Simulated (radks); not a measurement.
# Spin polarisation of the 3d shell in V³⁺

An exercise on one series of results from a longer session: the logs are not shown, and one member is left open.

The numbers are computed with radks (a radial shooting solver on a logarithmic mesh, Libxc functionals) version 1 (scalar-relativistic Kohn-Sham, PBE, spin-polarised, spherical densities, finite nucleus), except any that are marked as measured or tabulated.

## Starting point

```
element            : vanadium (Z = 23)
charge             : +3
electrons          : 20
configuration      : [Ar] 3d(up 1, down 1)
nuclear rms radius : 3.6002 fm
```

A shell typed twice in an input gives spin up, then spin down.

Set-up of the first run:

Input:

```text
Z 23
configuration [Ar] 3d1 3d1
relativity scalar-relativistic
functional pbe,pbe
spin polarised
nucleus finite rms 3.6002 fm
c 137.035999084
```

Among the steps run: No moment.

One of the session's tables, all rows but one given; the rest of the session is left out.

It belongs to the step «No moment». Sizes of the orbitals, from the radial functions (bohr):

| level | <r> | outermost maximum (interpolated) | 90 % within | nodes |
| --- | --- | --- | --- | --- |
| 1s | 0.06644 | 0.0435 | 0.119 | 0 |
| 2s | 0.3082 | 0.256 | 0.478 | 1 |
| 2p | ? | ? | ? | ? |
| 3s | 0.9371 | 0.816 | 1.40 | 2 |
| 3p | 0.9936 | 0.839 | 1.52 | 1 |
| 3d | 1.180 | 0.854 | 1.96 | 0 |

Estimate the missing values for 2p.

As computed: <r>: 0.2741; outermost maximum (interpolated): 0.208; 90 % within: 0.450; nodes: 0. In the column «<r>» it lies between 1s (0.06644) and 2s (0.3082).
